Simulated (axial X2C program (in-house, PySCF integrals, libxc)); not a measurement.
# TeF⁺: properties at the nuclei

Wanted for TeF⁺: properties at the nuclei, at the two-component level.

The runs use an in-house X2C program for linear molecules on PySCF integrals; two-component X2C with atomic mean-field terms, Te dyall-acv3z, F dyall-av3z.

All values are calculated.

**1. Set-up**

File task.json:

```json
{
 "zs": [
  52,
  9
 ],
 "q": 1,
 "bas": [
  "dyall-acv3z",
  "dyall-av3z"
 ],
 "r0": 2.0,
 "levels": [
  "PBE0",
  "HF",
  "B3LYP"
 ],
 "nst": 1,
 "ff": 1,
 "thr": -3.5,
 "nmax": 130,
 "opt": {
  "ecut": 60
 }
}
```

Keys: zs atomic numbers; q charge; bas basis sets; r0 starting distance in Å; levels methods (HF also brings MP2); nst determinants followed; ff finite-field run; thr threshold in hartree for freezing inner shells (an s shell follows its p shell); nmax most natural virtual spinors; ecut virtual cutoff in hartree.

Started as:

```bash
$ python soeom.py task.json out
```

The runs that follow: Expectation values, lowest determinant; Finite-field coupled cluster.

What does the calculation give? Wanted: lowest determinant; Eeff magnitude; Ws magnitude Te; A∥/gI Te; qzz Te (for each run or level that gives them).

The runs gave:

| quantity | value |
| --- | --- |
| lowest determinant | Ω = 1 (excess of +ω over −ω: ω = -1/2, ω = 3/2) |
| Eeff magnitude (GV/cm), PBE0 | 1.12 |
| Ws magnitude Te (kHz), PBE0 | 0.444 |
| A∥/gI Te (MHz), PBE0 | -1400 |
| qzz Te (a.u.), PBE0 | 5.85 |
| Eeff magnitude (GV/cm), CCSD(T) | 2.06 |
| Ws magnitude Te (kHz), CCSD(T) | 1.02 |
| A∥/gI Te (MHz), CCSD(T) | -1070 |
| qzz Te (a.u.), CCSD(T) | 5.66 |

In the first state, the effective field runs from 1.12 to 2.22 GV/cm over the mean-field levels. The expectation values come from single determinants, which for open shells can mix terms of unlike spin or miss the lowest Ω, so a determinant need not be a state. Eeff is the effective electric field on the electron dipole moment in this Ω state and Ws the scalar–pseudoscalar constant (defined with the proton number Z and per Ω); A∥ is the parallel hyperfine constant, which follows by multiplying with the nuclear g factor gI = μI/(I μN); qzz is the electric field gradient, eQq0 = 234.96 MHz × Q/barn × qzz. The operators were transformed with the bare-nucleus X2C matrices. Correlation of the inner shells is missing, which matters for properties at the nucleus.
